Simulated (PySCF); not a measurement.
# C₂H₈GaNSi: core binding energies at several levels of theory, part 3 of 3

PySCF 2.14.0. Atoms count from 0. The steps go on from the part before.

### Step 8. Core holes by ΔSCF: SCAN, X2C

Job settings and geometry (Å):

```
{"job": {"kind": "xps", "basis": "def2-TZVP"}, "charge": 0, "multiplicity": 1}
C      3.195090    -0.078099    -0.412325
C      2.000793    -0.600963    -0.100397
Ga     0.350689     0.383897    -0.408116
N     -1.233853    -0.411875     0.070829
Si    -2.847203     0.222618    -0.041772
H      4.137358    -0.613318    -0.240536
H      3.293903     0.918827    -0.859336
H      1.986838    -1.604825     0.344605
H      0.279634     1.814067    -1.032595
H     -1.151369    -1.342247     0.474333
H     -2.754753     1.584918    -0.646619
H     -3.515551     0.334262     1.295957
H     -3.739691    -0.625313    -0.897520
```

With the program's defaults for keys left out, this is: delta-SCF UKS SCAN, def2-TZVP on the ionised atom, pcseg-1 elsewhere, spin-free X2C.

The program printed:

```text
ground state, core basis on atom 0 (C), 144 functions
  cycle   1  E = -2365.38928741  |g| = 6.24e-01
  cycle   2  E = -2365.12742649  |g| = 1.16e+00
  cycle   3  E = -2365.47092249  |g| = 2.22e-01
  cycle   4  E = -2365.48477163  |g| = 4.97e-02
  cycle   5  E = -2365.48546958  |g| = 1.44e-02
  cycle   6  E = -2365.48554328  |g| = 4.91e-03
  cycle   7  E = -2365.48554815  |g| = 3.46e-03
  cycle   8  E = -2365.48555241  |g| = 4.12e-04
  E(ground) = -2365.78151464 Eh
hole in C 1s of atom 0
  cycle   1  E = -2354.22774426  |g| = 1.46e+00
  cycle   2  E = -2352.33574405  |g| = 1.97e+00
  cycle   3  E = -2354.32580821  |g| = 8.81e-01
  cycle   4  E = -2354.70428156  |g| = 4.26e-01
  cycle   5  E = -2354.78571835  |g| = 1.51e-01
  cycle   6  E = -2354.79071522  |g| = 8.66e-02
  cycle   7  E = -2354.79742075  |g| = 1.14e-02
  cycle   8  E = -2354.79746586  |g| = 1.11e-02
  cycle   9  E = -2354.79755264  |g| = 3.55e-03
  cycle  10  E = -2354.79757347  |g| = 2.16e-03
  cycle  11  E = -2354.79758631  |g| = 7.92e-04
  cycle  12  E = -2354.79758705  |g| = 5.10e-04
  cycle  13  E = -2354.79758772  |g| = 1.78e-04
  E(ion) = -2355.09234623 Eh   <S^2> = 0.8000   hole on atom = 1.000   binding energy = 290.867 eV
ground state, core basis on atom 1 (C), 144 functions
  cycle   1  E = -2365.48674729  |g| = 3.01e-02
  cycle   2  E = -2365.48586478  |g| = 6.42e-02
  cycle   3  E = -2365.48699409  |g| = 4.39e-03
  cycle   4  E = -2365.48699698  |g| = 2.15e-03
  cycle   5  E = -2365.48699797  |g| = 7.19e-04
  cycle   6  E = -2365.48699931  |g| = 3.32e-04
  E(ground) = -2365.78280915 Eh
hole in C 1s of atom 1
  cycle   1  E = -2354.23989139  |g| = 1.47e+00
  cycle   2  E = -2351.94608850  |g| = 2.04e+00
  cycle   3  E = -2354.36201379  |g| = 8.30e-01
  cycle   4  E = -2354.71864455  |g| = 4.25e-01
  cycle   5  E = -2354.79476206  |g| = 1.85e-01
  cycle   6  E = -2354.81030531  |g| = 6.09e-02
  cycle   7  E = -2354.81288137  |g| = 2.05e-02
  cycle   8  E = -2354.81317779  |g| = 7.36e-03
  cycle   9  E = -2354.81328702  |g| = 5.19e-03
  cycle  10  E = -2354.81334695  |g| = 3.34e-03
  cycle  11  E = -2354.81338408  |g| = 2.22e-03
  cycle  12  E = -2354.81340600  |g| = 7.94e-04
  cycle  13  E = -2354.81340752  |g| = 4.29e-04
  E(ion) = -2355.10796489 Eh   <S^2> = 0.8187   hole on atom = 1.000   binding energy = 290.477 eV
ground state, core basis on atom 3 (N), 144 functions
  cycle   1  E = -2365.49913224  |g| = 1.94e-02
  cycle   2  E = -2365.49893772  |g| = 3.16e-02
  cycle   3  E = -2365.49922119  |g| = 7.09e-03
  cycle   4  E = -2365.49923662  |g| = 1.98e-03
  cycle   5  E = -2365.49923650  |g| = 5.86e-04
  cycle   6  E = -2365.49923542  |g| = 2.29e-04
  E(ground) = -2365.79281480 Eh
hole in N 1s of atom 3
  cycle   1  E = -2349.92902240  |g| = 1.81e+00
  cycle   2  E = -2349.16366787  |g| = 1.94e+00
  cycle   3  E = -2350.52625590  |g| = 5.04e-01
  cycle   4  E = -2350.59949027  |g| = 2.47e-01
  cycle   5  E = -2350.63458956  |g| = 9.85e-02
  cycle   6  E = -2350.63972777  |g| = 3.68e-02
  cycle   7  E = -2350.64046383  |g| = 5.46e-03
  cycle   8  E = -2350.64048346  |g| = 2.66e-03
  cycle   9  E = -2350.64048777  |g| = 5.58e-04
  cycle  10  E = -2350.64048777  |g| = 2.05e-04
  E(ion) = -2350.93380683 Eh   <S^2> = 0.7657   hole on atom = 1.000   binding energy = 404.334 eV
ground state, core basis on atom 4 (Si), 146 functions
  cycle   1  E = -2365.51357525  |g| = 5.01e-02
  cycle   2  E = -2365.51355971  |g| = 4.15e-02
  cycle   3  E = -2365.51378326  |g| = 1.53e-02
  cycle   4  E = -2365.51383748  |g| = 3.11e-03
  cycle   5  E = -2365.51384139  |g| = 6.90e-04
  cycle   6  E = -2365.51384145  |g| = 2.93e-04
  E(ground) = -2365.76822145 Eh
hole in Si 1s of atom 4
  cycle   1  E = -2296.57001451  |g| = 2.95e+00
  cycle   2  E = -2294.92292736  |g| = 2.05e+00
  cycle   3  E = -2291.78713068  |g| = 2.56e+00
  cycle   4  E = -2297.34109394  |g| = 4.78e-01
  cycle   5  E = -2297.43051148  |g| = 3.66e-01
  cycle   6  E = -2297.49430415  |g| = 1.12e-01
  cycle   7  E = -2297.50213293  |g| = 4.37e-02
  cycle   8  E = -2297.50305949  |g| = 2.11e-02
  cycle   9  E = -2297.50326750  |g| = 9.16e-03
  cycle  10  E = -2297.50331422  |g| = 1.92e-03
  cycle  11  E = -2297.50331660  |g| = 6.89e-04
  cycle  12  E = -2297.50331607  |g| = 1.20e-04
  E(ion) = -2297.76571853 Eh   <S^2> = 0.7519   hole on atom = 1.000   binding energy = 1850.442 eV
hole in Si 2p of atom 4
  cycle   1  E = -2361.24556533  |g| = 1.18e+00
  cycle   2  E = -2359.43916013  |g| = 1.49e+00
  cycle   3  E = -2359.12723488  |g| = 1.57e+00
  cycle   4  E = -2361.46798891  |g| = 3.78e-01
  cycle   5  E = -2361.52064653  |g| = 2.70e-01
  cycle   6  E = -2361.55633234  |g| = 8.35e-02
  cycle   7  E = -2361.55962285  |g| = 5.13e-02
  cycle   8  E = -2361.56099353  |g| = 2.89e-02
  cycle   9  E = -2361.56146332  |g| = 4.76e-03
  cycle  10  E = -2361.56147565  |g| = 1.18e-03
  cycle  11  E = -2361.56147522  |g| = 3.12e-04
  E(ion) = -2361.82842587 Eh   <S^2> = 0.7514   hole on atom = 1.003   binding energy = 107.207 eV
  2p3/2 = 106.985 eV   2p1/2 = 107.596 eV
```

Run time: 35 s. Hardware: 1 thread of Arm Neoverse V1, shared host; peak memory 0.49 GiB.

Binding energies by hole, beside the orbital energy of the ground state; the difference holds orbital relaxation and, for a density functional, its self-interaction error:

```tsv
hole	stands for	environment	ΔSCF (eV; 2p as the shell's mean)	−ε (eV)	⟨S²⟩
C1s on C0	C0	terminal =CH2 carbon	290.87	274.0	0.800
C1s on C1	C1	alkene CH	290.48	273.7	0.819
N1s on N3	N3	nitrogen bonded to Ga, Si, H	404.33	385.5	0.766
Si1s on Si4	Si4	silicon bonded to N, 3 H	1850.44	1794.3	0.752
Si2p on Si4	Si4	silicon bonded to N, 3 H	107.19	96.2	0.751
```

With the spin-orbit splitting: Si4 2p3/2 106.99, 2p1/2 107.60 eV. The table gives each 2p level as the mean over the whole 2p shell (two parts 2p3/2, one part 2p1/2), which differs a little from the single hole in the log.

### Step 9. X-ray photoelectron lines: SCAN, non-relativistic

Settings changed since step 8:

```diff
@@ -1,2 +1,2 @@
-{"job": {"kind": "xps", "basis": "def2-TZVP"}, "charge": 0, "multiplicity": 1}
+{"job": {"kind": "xps", "x2c": false}, "charge": 0, "multiplicity": 1}
 C      3.195090    -0.078099    -0.412325
```

With the program's defaults for keys left out, this is: delta-SCF UKS SCAN, pcX-2 on the ionised atom, pcseg-1 elsewhere, non-relativistic.

The program printed:

```text
ground state, core basis on atom 0 (C), 158 functions
  cycle   1  E = -2349.63777328  |g| = 6.46e-01
  cycle   2  E = -2349.36945321  |g| = 1.18e+00
  cycle   3  E = -2349.72308751  |g| = 2.33e-01
  cycle   4  E = -2349.73802963  |g| = 5.55e-02
  cycle   5  E = -2349.73888126  |g| = 1.55e-02
  cycle   6  E = -2349.73895238  |g| = 5.71e-03
  cycle   7  E = -2349.73895780  |g| = 3.50e-03
  cycle   8  E = -2349.73896338  |g| = 3.61e-04
  E(ground) = -2350.03443737 Eh
hole in C 1s of atom 0
  cycle   1  E = -2338.48308774  |g| = 1.50e+00
  cycle   2  E = -2336.54690305  |g| = 2.13e+00
  cycle   3  E = -2338.66156659  |g| = 8.23e-01
  cycle   4  E = -2338.95729983  |g| = 4.78e-01
  cycle   5  E = -2339.05777752  |g| = 1.53e-01
  cycle   6  E = -2339.06464217  |g| = 8.69e-02
  cycle   7  E = -2339.06978279  |g| = 1.39e-02
  cycle   8  E = -2339.06985076  |g| = 1.02e-02
  cycle   9  E = -2339.06995560  |g| = 3.28e-03
  cycle  10  E = -2339.06997836  |g| = 1.83e-03
  cycle  11  E = -2339.06998634  |g| = 7.22e-04
  cycle  12  E = -2339.06998713  |g| = 2.64e-04
  E(ion) = -2339.36455660 Eh   <S^2> = 0.8047   hole on atom = 1.000   binding energy = 290.342 eV
ground state, core basis on atom 1 (C), 158 functions
  cycle   1  E = -2349.73998912  |g| = 4.57e-02
  cycle   2  E = -2349.73925967  |g| = 5.86e-02
  cycle   3  E = -2349.74004725  |g| = 2.26e-02
  cycle   4  E = -2349.74019618  |g| = 3.16e-03
  cycle   5  E = -2349.74019869  |g| = 7.98e-04
  cycle   6  E = -2349.74019772  |g| = 4.05e-04
  E(ground) = -2350.03560760 Eh
hole in C 1s of atom 1
  cycle   1  E = -2338.49709835  |g| = 1.51e+00
  cycle   2  E = -2336.16084159  |g| = 2.21e+00
  cycle   3  E = -2338.71638726  |g| = 7.53e-01
  cycle   4  E = -2338.97227881  |g| = 4.79e-01
  cycle   5  E = -2339.07185698  |g| = 1.77e-01
  cycle   6  E = -2339.08504658  |g| = 6.80e-02
  cycle   7  E = -2339.08749258  |g| = 2.08e-02
  cycle   8  E = -2339.08781749  |g| = 7.46e-03
  cycle   9  E = -2339.08792191  |g| = 4.57e-03
  cycle  10  E = -2339.08797814  |g| = 3.25e-03
  cycle  11  E = -2339.08800946  |g| = 1.89e-03
  cycle  12  E = -2339.08802401  |g| = 6.28e-04
  cycle  13  E = -2339.08802393  |g| = 4.05e-04
  E(ion) = -2339.38241002 Eh   <S^2> = 0.8219   hole on atom = 1.000   binding energy = 289.888 eV
ground state, core basis on atom 3 (N), 158 functions
  cycle   1  E = -2349.75368569  |g| = 4.55e-02
  cycle   2  E = -2349.75357682  |g| = 2.49e-02
  cycle   3  E = -2349.75345497  |g| = 3.22e-02
  cycle   4  E = -2349.75375867  |g| = 3.57e-03
  cycle   5  E = -2349.75376467  |g| = 5.70e-04
  cycle   6  E = -2349.75376228  |g| = 2.37e-04
  E(ground) = -2350.04692770 Eh
hole in N 1s of atom 3
  cycle   1  E = -2334.19209787  |g| = 1.87e+00
  cycle   2  E = -2333.38288661  |g| = 2.16e+00
  cycle   3  E = -2334.85143837  |g| = 4.17e-01
  cycle   4  E = -2334.88097162  |g| = 2.57e-01
  cycle   5  E = -2334.92131651  |g| = 8.49e-02
  cycle   6  E = -2334.92491211  |g| = 3.82e-02
  cycle   7  E = -2334.92568829  |g| = 7.30e-03
  cycle   8  E = -2334.92572091  |g| = 2.54e-03
  cycle   9  E = -2334.92572295  |g| = 6.05e-04
  cycle  10  E = -2334.92572455  |g| = 2.05e-04
  E(ion) = -2335.21867487 Eh   <S^2> = 0.7670   hole on atom = 1.000   binding energy = 403.497 eV
ground state, core basis on atom 4 (Si), 169 functions
  cycle   1  E = -2349.77838642  |g| = 3.02e-02
  cycle   2  E = -2349.77838854  |g| = 2.44e-02
  cycle   3  E = -2349.77847414  |g| = 1.09e-02
  cycle   4  E = -2349.77849687  |g| = 5.83e-03
  cycle   5  E = -2349.77850589  |g| = 5.01e-04
  cycle   6  E = -2349.77850588  |g| = 1.45e-04
  E(ground) = -2350.03343239 Eh
hole in Si 1s of atom 4
  cycle   1  E = -2281.02255477  |g| = 4.32e+00
  cycle   2  E = -2279.36802678  |g| = 2.44e+00
  cycle   3  E = -2269.88956137  |g| = 3.43e+00
  cycle   4  E = -2281.87053388  |g| = 5.71e-01
  cycle   5  E = -2281.98788964  |g| = 4.00e-01
  cycle   6  E = -2282.05876250  |g| = 1.35e-01
  cycle   7  E = -2282.06950820  |g| = 4.09e-02
  cycle   8  E = -2282.07025785  |g| = 2.11e-02
  cycle   9  E = -2282.07044561  |g| = 1.13e-02
  cycle  10  E = -2282.07051395  |g| = 2.63e-03
  cycle  11  E = -2282.07051987  |g| = 8.77e-04
  cycle  12  E = -2282.07051999  |g| = 1.47e-04
  E(ion) = -2282.33236089 Eh   <S^2> = 0.7522   hole on atom = 1.000   binding energy = 1842.240 eV
hole in Si 2p of atom 4
  cycle   1  E = -2345.51445682  |g| = 1.22e+00
  cycle   2  E = -2343.70061659  |g| = 1.56e+00
  cycle   3  E = -2343.43357033  |g| = 1.57e+00
  cycle   4  E = -2345.74684433  |g| = 3.75e-01
  cycle   5  E = -2345.79691359  |g| = 2.65e-01
  cycle   6  E = -2345.83083439  |g| = 7.96e-02
  cycle   7  E = -2345.83358185  |g| = 5.10e-02
  cycle   8  E = -2345.83489262  |g| = 2.74e-02
  cycle   9  E = -2345.83531400  |g| = 4.38e-03
  cycle  10  E = -2345.83532333  |g| = 1.09e-03
  cycle  11  E = -2345.83532515  |g| = 2.88e-04
  E(ion) = -2346.10177916 Eh   <S^2> = 0.7518   hole on atom = 1.002   binding energy = 106.986 eV
  2p3/2 = 106.763 eV   2p1/2 = 107.380 eV
```

Wall time 35 s (1 thread of Arm Neoverse V1, shared host); peak memory 0.61 GiB.

The holes in one table. −ε is the ground-state orbital energy:

```tsv
hole	stands for	environment	ΔSCF (eV; 2p as the shell's mean)	−ε (eV)	⟨S²⟩
C1s on C0	C0	terminal =CH2 carbon	290.34	274.0	0.805
C1s on C1	C1	alkene CH	289.89	273.6	0.822
N1s on N3	N3	nitrogen bonded to Ga, Si, H	403.50	385.3	0.767
Si1s on Si4	Si4	silicon bonded to N, 3 H	1842.24	1789.1	0.752
Si2p on Si4	Si4	silicon bonded to N, 3 H	106.97	96.1	0.752
```

With the spin-orbit splitting: Si4 2p3/2 106.76, 2p1/2 107.38 eV. The table gives each 2p level as the mean over the whole 2p shell (two parts 2p3/2, one part 2p1/2), which differs a little from the single hole in the log.

### Step 10. Outcome

The summary covers parts 1 to 3.

```
                                           quantity                    value
                   C1s binding energies, SCAN/pcX-2  C0 290.44, C1 290.01 eV
                   N1s binding energies, SCAN/pcX-2             N3 403.71 eV
                  Si1s binding energies, SCAN/pcX-2           Si4 1846.58 eV
                  Si2p binding energies, SCAN/pcX-2            Si4 106.92 eV
                  C1s binding energies, B3LYP/pcX-2  C0 290.61, C1 290.11 eV
                  N1s binding energies, B3LYP/pcX-2             N3 403.57 eV
                 Si1s binding energies, B3LYP/pcX-2           Si4 1845.27 eV
                 Si2p binding energies, B3LYP/pcX-2            Si4 106.92 eV
                   C1s binding energies, PBE0/pcX-2  C0 290.07, C1 289.60 eV
                   N1s binding energies, PBE0/pcX-2             N3 403.14 eV
                  Si1s binding energies, PBE0/pcX-2           Si4 1844.39 eV
                  Si2p binding energies, PBE0/pcX-2            Si4 106.56 eV
                    C1s binding energies, PBE/pcX-2  C0 289.61, C1 289.23 eV
                    N1s binding energies, PBE/pcX-2             N3 402.87 eV
                   Si1s binding energies, PBE/pcX-2           Si4 1843.25 eV
                   Si2p binding energies, PBE/pcX-2            Si4 106.25 eV
                     N1s binding energies, HF/pcX-2             N3 403.12 eV
                    Si1s binding energies, HF/pcX-2           Si4 1847.52 eV
                    Si2p binding energies, HF/pcX-2            Si4 106.38 eV
                   C1s binding energies, SCAN/pcX-1  C0 290.47, C1 290.04 eV
                   N1s binding energies, SCAN/pcX-1             N3 403.76 eV
                  Si1s binding energies, SCAN/pcX-1           Si4 1846.70 eV
                  Si2p binding energies, SCAN/pcX-1            Si4 107.14 eV
               C1s binding energies, SCAN/def2-TZVP  C0 290.87, C1 290.48 eV
               N1s binding energies, SCAN/def2-TZVP             N3 404.33 eV
              Si1s binding energies, SCAN/def2-TZVP           Si4 1850.44 eV
              Si2p binding energies, SCAN/def2-TZVP            Si4 107.19 eV
 C1s binding energies, SCAN/pcX-2, non-relativistic  C0 290.34, C1 289.89 eV
 N1s binding energies, SCAN/pcX-2, non-relativistic             N3 403.50 eV
Si1s binding energies, SCAN/pcX-2, non-relativistic           Si4 1842.24 eV
Si2p binding energies, SCAN/pcX-2, non-relativistic            Si4 106.97 eV
```

What this shows: Single values in the summary come from the first sound run of each kind (SCAN/pcX-2), which need not be the best level. At SCAN/pcX-2: The C1s levels kept as sound span 0.43 eV, from C1 (alkene CH) up to C0 (terminal =CH2 carbon). At B3LYP/pcX-2: The C1s levels kept as sound span 0.50 eV, from C1 (alkene CH) up to C0 (terminal =CH2 carbon). At PBE0/pcX-2: C0 (terminal =CH2 carbon) binds its C1s electron 0.48 eV more tightly than C1 (alkene CH). At PBE/pcX-2: C0 (terminal =CH2 carbon) binds its C1s electron 0.38 eV more tightly than C1 (alkene CH). At SCAN/pcX-1: C0 (terminal =CH2 carbon) binds its C1s electron 0.43 eV more tightly than C1 (alkene CH). At SCAN/def2-TZVP: C0 (terminal =CH2 carbon) binds its C1s electron 0.39 eV more tightly than C1 (alkene CH). At SCAN/pcX-2, non-relativistic: The C1s levels kept as sound span 0.45 eV, from C1 (alkene CH) up to C0 (terminal =CH2 carbon).
